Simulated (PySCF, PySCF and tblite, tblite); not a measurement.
# C₄H₁₁BN₂O: a path driven as rotation about a bond, and NMR exchange, part 2 of 3

PySCF and tblite. Atoms count from 0.

## 8. Shieldings, start: PBE0/pcSseg-1

What the job is given:

```
{"job": {"kind": "nmr", "xc": "PBE0", "basis": "pcSseg-1", "pop": false}, "charge": 0, "multiplicity": 1}
C     -1.732912    -0.985946    -1.990587
N     -0.715606    -0.745235    -0.998655
B     -0.497575     0.377588    -0.226131
C     -1.395538     1.689091    -0.304902
N      0.616328     0.368343     0.717089
C      1.506508    -0.629470     0.953434
C      2.544218    -0.296766     2.010093
O      1.489316    -1.700777     0.378669
H     -2.375261    -0.113030    -2.081899
H     -1.281797    -1.191875    -2.965537
H     -2.348754    -1.846011    -1.712313
H     -0.082908    -1.526262    -0.868265
H     -2.435988     1.472485    -0.071090
H     -1.066142     2.463924     0.383480
H     -1.381687     2.119692    -1.304157
H      0.759133     1.199094     1.272356
H      3.213559    -1.142189     2.139386
H      3.120512     0.574348     1.704470
H      2.054789    -0.077752     2.957097
```

Log:

```text
coarse grid: 15464 points
cycle   1  E = -368.0520890123  dE =  1.049e+00  |g| = 8.946e-01  |ddm| = 3.681e+00
cycle   2  E = -367.6743537712  dE =  3.777e-01  |g| = 1.660e+00  |ddm| = 2.221e+00
cycle   3  E = -368.2031808115  dE = -5.288e-01  |g| = 2.650e-01  |ddm| = 1.714e+00
cycle   4  E = -368.2180424435  dE = -1.486e-02  |g| = 6.271e-02  |ddm| = 2.339e-01
cycle   5  E = -368.2187273923  dE = -6.849e-04  |g| = 2.276e-02  |ddm| = 4.885e-02
cycle   6  E = -368.2188388143  dE = -1.114e-04  |g| = 4.327e-03  |ddm| = 1.698e-02
cycle   7  E = -368.2188425359  dE = -3.722e-06  |g| = 1.045e-03  |ddm| = 3.298e-03
final grid: 148328 points
cycle   8  E = -368.2688440089  dE = -2.914e-05  |g| = 1.448e-02  |ddm| = 2.889e-02
cycle   9  E = -368.2687585966  dE =  8.541e-05  |g| = 2.576e-02  |ddm| = 2.745e-02
cycle  10  E = -368.2688850900  dE = -1.265e-04  |g| = 3.285e-03  |ddm| = 1.954e-02
cycle  11  E = -368.2688873252  dE = -2.235e-06  |g| = 2.602e-04  |ddm| = 2.406e-03
cycle  12  E = -368.2688873340  dE = -8.775e-09  |g| = 1.830e-04  |ddm| = 3.067e-04
cycle  13  E = -368.2688873409  dE = -6.892e-09  |g| = 3.335e-05  |ddm| = 1.306e-04
cycle  14  E = -368.2688873411  dE = -2.425e-10  |g| = 9.747e-06  |ddm| = 3.643e-05
converged SCF energy = -368.2688873411

GIAO shielding tensors (ppm)
atom      isotropic    diamagn.    paramagn.     s11        s22        s33       span
  0 C      154.959     242.306     -87.348    133.426    146.838    184.612     51.186
  1 N      168.138     326.937    -158.799     70.873    206.637    226.904    156.032
  2 B       72.926     196.749    -123.824     36.637     78.326    103.815     67.178
  3 C      187.872     254.810     -66.938    184.160    185.407    194.050      9.890
  4 N      109.184     330.901    -221.718    -27.701    158.125    197.126    224.827
  5 C        9.706     246.559    -236.853    -79.865     17.207     91.776    171.641
  6 C      159.580     251.217     -91.637    129.053    155.343    194.344     65.291
  7 O     -114.480     405.262    -519.742   -437.961   -218.881    313.402    751.363
  8 H       28.920      29.479      -0.560     24.292     29.658     32.809      8.516
  9 H       28.792      27.859       0.932     23.865     26.736     35.775     11.910
 10 H       28.792      27.860       0.932     23.863     26.736     35.776     11.914
 11 H       24.987      36.727     -11.741     13.400     27.293     34.268     20.868
 12 H       31.274      31.772      -0.498     26.947     29.512     37.363     10.416
 13 H       32.131      33.033      -0.902     27.637     30.651     38.104     10.467
 14 H       31.276      31.770      -0.494     26.955     29.503     37.369     10.414
 15 H       26.351      37.416     -11.065     21.346     26.699     31.008      9.662
 16 H       29.961      27.423       2.538     26.089     28.350     35.444      9.355
 17 H       29.659      29.090       0.569     26.150     29.121     33.706      7.556
 18 H       29.661      29.093       0.568     26.149     29.126     33.708      7.559
```

Wall time 34 s (1 thread of Arm Neoverse V1, shared host); peak memory 0.91 GiB.

This run: HOMO -6.91 eV, LUMO 0.25 eV; dipole 2.35 D.

## 9. Shieldings, saddle of leg 1: PBE0/pcSseg-1

What the job is given:

```
{"job": {"kind": "nmr", "xc": "PBE0", "basis": "pcSseg-1", "pop": false}, "charge": 0, "multiplicity": 1}
C     -0.884072    -1.131907    -1.924456
N     -1.517568    -0.624495    -0.712958
B     -0.890833     0.484733    -0.011220
C     -1.662352     1.861878     0.121426
N      0.427188     0.416299     0.561710
C      1.222895    -0.688031     0.770824
C      2.544488    -0.361156     1.436584
O      0.898396    -1.811507     0.472389
H     -0.669441    -0.291267    -2.583585
H      0.048100    -1.678317    -1.736798
H     -1.581951    -1.799798    -2.431745
H     -1.718770    -1.407212    -0.102150
H     -2.649185     1.705389     0.549918
H     -1.147799     2.608151     0.722260
H     -1.832947     2.287631    -0.865259
H      0.817682     1.271977     0.934390
H      3.126537    -1.270788     1.552866
H      3.101903     0.349565     0.829489
H      2.367729     0.078855     2.416314
```

Log:

```text
coarse grid: 15464 points
cycle   1  E = -367.9977298229  dE =  1.017e+00  |g| = 9.252e-01  |ddm| = 3.696e+00
cycle   2  E = -367.5757741478  dE =  4.220e-01  |g| = 1.742e+00  |ddm| = 2.414e+00
cycle   3  E = -368.1617590394  dE = -5.860e-01  |g| = 2.667e-01  |ddm| = 1.822e+00
cycle   4  E = -368.1765486260  dE = -1.479e-02  |g| = 6.622e-02  |ddm| = 2.453e-01
cycle   5  E = -368.1773399224  dE = -7.913e-04  |g| = 2.036e-02  |ddm| = 5.499e-02
cycle   6  E = -368.1774264076  dE = -8.649e-05  |g| = 4.776e-03  |ddm| = 1.649e-02
cycle   7  E = -368.1774310304  dE = -4.623e-06  |g| = 1.064e-03  |ddm| = 3.813e-03
final grid: 148328 points
cycle   8  E = -368.2280508692  dE = -2.965e-05  |g| = 1.389e-02  |ddm| = 2.941e-02
cycle   9  E = -368.2279773629  dE =  7.351e-05  |g| = 2.414e-02  |ddm| = 2.705e-02
cycle  10  E = -368.2280884941  dE = -1.111e-04  |g| = 3.435e-03  |ddm| = 1.854e-02
cycle  11  E = -368.2280908830  dE = -2.389e-06  |g| = 2.508e-04  |ddm| = 2.690e-03
cycle  12  E = -368.2280908920  dE = -8.986e-09  |g| = 1.562e-04  |ddm| = 3.726e-04
cycle  13  E = -368.2280908970  dE = -5.037e-09  |g| = 2.744e-05  |ddm| = 1.409e-04
cycle  14  E = -368.2280908972  dE = -1.588e-10  |g| = 8.024e-06  |ddm| = 3.019e-05
converged SCF energy = -368.2280908972

GIAO shielding tensors (ppm)
atom      isotropic    diamagn.    paramagn.     s11        s22        s33       span
  0 C      157.199     245.508     -88.309    131.093    152.378    188.127     57.034
  1 N      238.098     322.401     -84.303    188.586    222.467    303.241    114.655
  2 B       53.564     194.146    -140.581     11.083     51.896     97.715     86.632
  3 C      177.133     255.072     -77.939    164.859    170.657    195.883     31.024
  4 N       81.647     331.277    -249.630    -77.330    147.407    174.865    252.194
  5 C       11.511     246.956    -235.445    -87.952     30.637     91.848    179.800
  6 C      159.461     251.658     -92.197    130.760    153.710    193.913     63.152
  7 O     -160.486     403.868    -564.353   -537.605   -268.086    324.234    861.839
  8 H       29.791      30.743      -0.952     25.736     27.708     35.930     10.193
  9 H       28.415      31.484      -3.070     22.904     29.139     33.201     10.297
 10 H       28.960      28.231       0.730     23.867     26.934     36.080     12.213
 11 H       31.855      34.523      -2.669     24.864     28.762     41.938     17.075
 12 H       31.142      30.693       0.448     27.390     29.315     36.720      9.330
 13 H       31.879      32.729      -0.850     27.313     30.798     37.525     10.212
 14 H       31.059      31.126      -0.067     27.663     29.185     36.329      8.666
 15 H       25.077      37.148     -12.071     20.933     23.959     30.339      9.407
 16 H       29.855      27.695       2.160     26.025     28.214     35.326      9.302
 17 H       29.631      29.708      -0.077     26.280     29.108     33.505      7.225
 18 H       29.623      29.015       0.608     26.157     29.021     33.691      7.534
```

Wall time 37 s (1 thread of Arm Neoverse V1, shared host); peak memory 0.86 GiB.

Key values: HOMO -6.04 eV, LUMO -0.60 eV; dipole 3.24 D.

## 10. Shieldings, end: PBE0/pcSseg-1

What the job is given:

```
{"job": {"kind": "nmr", "xc": "PBE0", "basis": "pcSseg-1", "pop": false}, "charge": 0, "multiplicity": 1}
C     -0.752375    -1.459863    -1.686596
N     -1.424493    -0.383772    -0.988078
B     -0.918088     0.527555    -0.079060
C     -1.814262     1.739892     0.436173
N      0.463296     0.486622     0.390876
C      1.248681    -0.581957     0.701130
C      2.643761    -0.192851     1.165596
O      0.881778    -1.734967     0.648269
H      0.287360    -1.189652    -1.858786
H     -0.763848    -2.382722    -1.102774
H     -1.234956    -1.634668    -2.649109
H     -2.412379    -0.356993    -1.189891
H     -2.824832     1.715008     0.037336
H     -1.893075     1.742930     1.521565
H     -1.379829     2.697377     0.153277
H      0.859615     1.376092     0.658871
H      3.239798    -1.089724     1.306479
H      3.123297     0.450735     0.430966
H      2.580576     0.341635     2.111658
```

Log:

```text
coarse grid: 15464 points
cycle   1  E = -368.0319458504  dE =  1.044e+00  |g| = 9.116e-01  |ddm| = 3.679e+00
cycle   2  E = -367.6132238393  dE =  4.187e-01  |g| = 1.726e+00  |ddm| = 2.474e+00
cycle   3  E = -368.1898696884  dE = -5.766e-01  |g| = 2.700e-01  |ddm| = 1.928e+00
cycle   4  E = -368.2052570241  dE = -1.539e-02  |g| = 6.789e-02  |ddm| = 2.431e-01
cycle   5  E = -368.2060751497  dE = -8.181e-04  |g| = 2.386e-02  |ddm| = 5.292e-02
cycle   6  E = -368.2061953806  dE = -1.202e-04  |g| = 4.648e-03  |ddm| = 1.751e-02
cycle   7  E = -368.2061997191  dE = -4.339e-06  |g| = 1.090e-03  |ddm| = 3.704e-03
final grid: 148328 points
cycle   8  E = -368.2578538813  dE = -3.016e-05  |g| = 1.429e-02  |ddm| = 2.795e-02
cycle   9  E = -368.2577725506  dE =  8.133e-05  |g| = 2.520e-02  |ddm| = 2.766e-02
cycle  10  E = -368.2578939316  dE = -1.214e-04  |g| = 3.381e-03  |ddm| = 1.957e-02
cycle  11  E = -368.2578962808  dE = -2.349e-06  |g| = 2.935e-04  |ddm| = 2.603e-03
cycle  12  E = -368.2578962924  dE = -1.158e-08  |g| = 1.945e-04  |ddm| = 3.170e-04
cycle  13  E = -368.2578963003  dE = -7.844e-09  |g| = 2.802e-05  |ddm| = 1.358e-04
cycle  14  E = -368.2578963004  dE = -1.629e-10  |g| = 9.634e-06  |ddm| = 3.039e-05
converged SCF energy = -368.2578963004

GIAO shielding tensors (ppm)
atom      isotropic    diamagn.    paramagn.     s11        s22        s33       span
  0 C      150.891     245.409     -94.518    130.662    144.870    177.142     46.480
  1 N      162.222     321.673    -159.450     84.609    196.288    205.770    121.161
  2 B       71.011     194.762    -123.752     35.476     71.120    106.436     70.960
  3 C      183.305     253.711     -70.406    173.447    179.454    197.014     23.568
  4 N      115.691     329.907    -214.216     -7.088    152.560    201.601    208.689
  5 C       14.211     246.425    -232.213    -77.694     27.400     92.928    170.622
  6 C      159.735     251.370     -91.635    129.717    155.233    194.254     64.537
  7 O     -135.034     404.713    -539.748   -486.913   -224.080    305.889    792.802
  8 H       28.944      32.012      -3.069     25.228     28.564     33.039      7.810
  9 H       28.124      30.053      -1.930     23.871     26.374     34.126     10.255
 10 H       29.167      28.487       0.681     24.346     27.514     35.642     11.296
 11 H       28.267      32.993      -4.726     20.481     29.573     34.746     14.265
 12 H       31.818      31.203       0.615     27.209     30.383     37.863     10.654
 13 H       31.408      31.697      -0.290     27.396     29.472     37.355      9.960
 14 H       31.636      31.559       0.077     27.719     29.637     37.552      9.834
 15 H       26.687      37.100     -10.413     21.529     27.696     30.837      9.308
 16 H       29.977      27.972       2.006     26.209     28.307     35.416      9.207
 17 H       29.649      29.866      -0.218     26.183     29.246     33.516      7.333
 18 H       29.586      29.027       0.559     26.093     28.937     33.727      7.634
```

Run time: 37 s. Hardware: 1 thread of Arm Neoverse V1, shared host; peak memory 0.86 GiB.

In short: HOMO -7.07 eV, LUMO 0.39 eV; dipole 2.55 D.

## 11. Kinetics and line shapes

What the job is given:

```
{"job": {"smiles": "CNB(C)NC(C)=O", "charge": 0, "mult": 1, "motion": "rotation", "what": "aminoborane", "atoms": [2, 1], "drives": [{"terms": [["t", [3, 2, 1, 0], 0.25], ["t", [3, 2, 1, 11], 0.25], ["t", [4, 2, 1, 0], 0.25], ["t", [4, 2, 1, 11], 0.25]], "by": 180, "n": 12}], "flip": [2, 1], "study": "path", "level": {"kind": "nmr", "xc": "PBE0", "basis": "pcSseg-1"}, "fields": [80, 90, 250], "first": 1, "seed": 853, "kind": "path"}, "charge": 0, "multiplicity": 1}
C     -1.732912    -0.985946    -1.990587
N     -0.715606    -0.745235    -0.998655
B     -0.497575     0.377588    -0.226131
C     -1.395538     1.689091    -0.304902
N      0.616328     0.368343     0.717089
C      1.506508    -0.629470     0.953434
C      2.544218    -0.296766     2.010093
O      1.489316    -1.700777     0.378669
H     -2.375261    -0.113030    -2.081899
H     -1.281797    -1.191875    -2.965537
H     -2.348754    -1.846011    -1.712313
H     -0.082908    -1.526262    -0.868265
H     -2.435988     1.472485    -0.071090
H     -1.066142     2.463924     0.383480
H     -1.381687     2.119692    -1.304157
H      0.759133     1.199094     1.272356
H      3.213559    -1.142189     2.139386
H      3.120512     0.574348     1.704470
H      2.054789    -0.077752     2.957097
```

Log:

```text
stationary points (kcal/mol above the start)
  n  kind          group   xTB      DFT    lowest mode
  0  minimum      Cs       0.00     0.00      68.1
  1  saddle       C1      22.55    25.36    -258.8
  2  minimum      C1       5.94     6.67      47.5

GFN2-xTB energies: T/K, barrier G, reaction G (kcal/mol), k forward, k back (1/s)
 150.00    21.26     5.71   6.53e-19   6.81e-11
 200.00    21.32     5.69   4.25e-11   3.54e-05
 250.00    21.38     5.68   2.14e-06     0.0979
 298.15    21.44     5.66    0.00238       16.7
 350.00    21.52     5.64      0.531        881
 400.00    21.60     5.62       26.2   1.54e+04
 500.00    21.78     5.58   6.26e+03   8.64e+05

PBE0/pcSseg-1 + D3(BJ) energies: T/K, barrier G, reaction G (kcal/mol), k forward, k back (1/s)
 150.00    24.07     6.44   5.25e-23   6.34e-14
 200.00    24.13     6.42   3.61e-14   1.88e-07
 250.00    24.19     6.41   7.47e-09    0.00149
 298.15    24.25     6.39   2.07e-05      0.498
 350.00    24.33     6.37    0.00933       44.2
 400.00    24.42     6.35      0.763   1.12e+03
 500.00    24.60     6.31        370   1.06e+05
```

Run time: 2.4 min. Hardware: 1 thread of Arm Neoverse V1, shared host; peak memory 0.91 GiB. This counts the whole study up to here.

Barriers by level (kcal/mol; entropies in cal/(mol K)). Zero-point and thermal terms come from xTB in every row. ΔG‡ leaves symmetry out; the rate counts equivalent paths (a factor of 2); effective ΔG‡, where given, is the barrier that would give that rate by Eyring's equation alone:

| level | ΔE‡ | with zero-point | ΔH‡ | ΔS‡ | ΔG‡ (298 K) | ΔE of reaction | k at 298 K (1/s) | effective ΔG‡ |
| --- | --- | --- | --- | --- | --- | --- | --- | --- |
| GFN2-xTB | 22.55 | 21.18 | 20.95 | -1.7 | 21.44 | 5.94 | 0.0024 | 21.03 |
| PBE0/pcSseg-1 + D3(BJ) | 25.36 | 23.99 | 23.76 | -1.7 | 24.25 | 6.67 | 2.1e-05 | 23.84 |

Sites that the driver pairs across this motion, and where their lines would merge (no couplings; faster rotations or exchange between molecules can average them sooner):

| nucleus | sites: shielding (ppm) | proton frequency (MHz) | spread (Hz) | coalescence (K) | lines at 298 K |
| --- | --- | --- | --- | --- | --- |
| 1H | H11: 24.99; H11 (end): 28.27 | 250 | 820 | not given | – |
| 17O | O7: -114.5; O7 (end): -135.0 | 250 | 697 | not given | – |
| 13C | C3: 187.9; C3 (end): 183.3 | 250 | 287 | not given | – |
| 13C | C5: 9.7; C5 (end): 14.2 | 250 | 283 | not given | – |
| 13C | C0: 155.0; C0 (end): 150.9 | 250 | 256 | not given | – |
| 15N | N4: 109.2; N4 (end): 115.7 | 250 | 165 | not given | – |
| 11B | B2: 72.9; B2 (end): 71.0 | 250 | 154 | not given | – |
| 15N | N1: 168.1; N1 (end): 162.2 | 250 | 150 | not given | – |

A dash: the driver gave no coalescence for this row (it judged the minor form too scarce).

Rows that set an atom against itself at the end compare its shielding in the two forms.

Lines of quadrupolar nuclei are broad, so their coalescence could hardly be seen.

(Part 2 of 3 ends here.)
